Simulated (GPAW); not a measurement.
The system is HfMoC2.

```xyz
4
Lattice="3.1914 0.0000 0.0000 0.0000 3.1914 0.0000 0.0000 0.0000 4.4852" Properties=species:S:1:pos:R:3 pbc="T T T"
Hf    0.0000    0.0000    0.0000
Mo    1.5957    1.5957    2.2426
C     1.5957    1.5957    0.0000
C     0.0000    0.0000    2.2426
```

The cell comes from a database or a generator and needn't be the stable form of this composition.

```yaml
Program: GPAW 26.7.0
Task: relaxation of cell and atoms
Functional: PBEsol
Dispersion: D3
Potentials_or_basis: PAW data sets generated in the run's folder for this functional
Cutoff: 800 eV
Basis: pw
k_mesh: 6 × 6 × 5
Occupations: fermi-dirac, width 0.05 eV
Spin: no spin polarisation
```

At the start: pressure -10.9 GPa; volume 11.42 Å³/atom.

Problem. How do energy, volume and symmetry change on relaxing?

Solution. Over 4 steps the energy falls by 14.7 meV/atom and the volume is 10.98 Å³/atom (-3.8 %); space group P4/mmm (No. 123, to 0.05 Å).

The path:
```csv
step,energy change (eV),largest force (eV/Å),pressure (GPa),volume (Å³)
1,0.0000,0.0000,-10.90,45.68
2,-0.0226,0.0000,-8.72,45.30
3,-0.0585,0.0000,0.40,43.88
4,-0.0587,0.0000,-0.01,43.94
```

Final structure:
```cif
data_structure
_symmetry_space_group_name_H-M 'P 1'
_symmetry_Int_Tables_number 1
_cell_length_a 3.1503
_cell_length_b 3.1503
_cell_length_c 4.4270
_cell_angle_alpha 90.000
_cell_angle_beta 90.000
_cell_angle_gamma 90.000
_cell_volume 43.94
loop_
_atom_site_label
_atom_site_type_symbol
_atom_site_fract_x
_atom_site_fract_y
_atom_site_fract_z
_atom_site_occupancy
Hf1 Hf 0.00000 0.00000 0.00000 1
Mo1 Mo 0.50000 0.50000 0.50000 1
C1 C 0.50000 0.50000 0.00000 1
C2 C 0.00000 0.00000 0.50000 1
```

Caveat: later steps reuse the first step's grids; pairwise dispersion overbinds metals, which lowers pressure and volume.
